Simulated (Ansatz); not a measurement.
## MnSb4 in Ansatz: the effect of Hubbard term

The system is MnSb4.

```
Sb Mn
1.0
     3.08050    0.00000    0.00000
     0.00000    3.08050    0.00000
     0.00000    0.00000   14.99420
Sb Mn
4 1
Cartesian
  0.0000 0.0000 12.2905
  0.0000 0.0000 9.0048
  0.0000 0.0000 5.9894
  0.0000 0.0000 2.7037
  0.0000 0.0000 0.0000
```

The cell comes from a database or a generator and needn't be the stable form of this composition.

Alike in all runs:

| Item | Value |
| --- | --- |
| Program | Ansatz 0.2.0 |
| Task | projected density of states |
| Functional | LDA |
| Potentials or basis | Ansatz PAW |
| Cutoff | 420 eV (not typed: the program's choice for these potentials) |
| k mesh | 9 × 9 × 2 |
| Occupations | fermi-dirac, width 0.05 eV |
| Spin | collinear spin, ferromagnetic start |
| Starting moments | [0.0, 0.0, 0.0, 0.0, 4.0] μB |
| Hubbard projectors | ortho-atomic (the default) |
| Double counting | fll (the default) |

```csv
Hubbard term,pressure (GPa),moment (μB),largest force (eV/Å)
none,-4.5,3.96,0.16
Mn d U = 1 eV,-3.8,4.18,0.06
Mn d U = 2 eV,-3.3,4.31,0.11
Mn d U = 3 eV,-2.9,4.41,0.22
Mn d U = 4 eV,-2.5,4.51,0.32
Mn d U = 5 eV,-2.0,4.74,0.49
Mn d U = 6 eV,-1.6,4.89,0.63
Mn d U = 8 eV,?,?,?
```

What does the run with Hubbard term Mn d U = 8 eV give?

Pressure -0.9 GPa; moment 5.09 μB; largest force 0.83 eV/Å.

Worked out: A parabola through the other rows of the pressure, of slope 0.289 GPa per eV there, extrapolates to -1.0 GPa, against the run's -0.9. A parabola through the other rows of the moment, of slope 0.165 μB per eV there, extrapolates to 5.20 μB, against the run's 5.09. The fit is too stiff a form for this range. A parabola through the other rows of the largest force, of slope 0.3 eV/Å per eV there, extrapolates to 1.17 eV/Å, against the run's 0.83. The fit is too stiff a form for this range.

Caveats: a cell with one magnetic atom can't hold antiferromagnetic order, which such compounds often take; the PAW data sets come from PBE, with cores solved anew for the run's functional, which leaves a small shift of forces and pressure; the density of states is complete only up to the lowest level of the last band computed; the magnetic or orbital state may not be the lowest (some runs); the U is typed as a test and isn't derived for this compound (some runs).
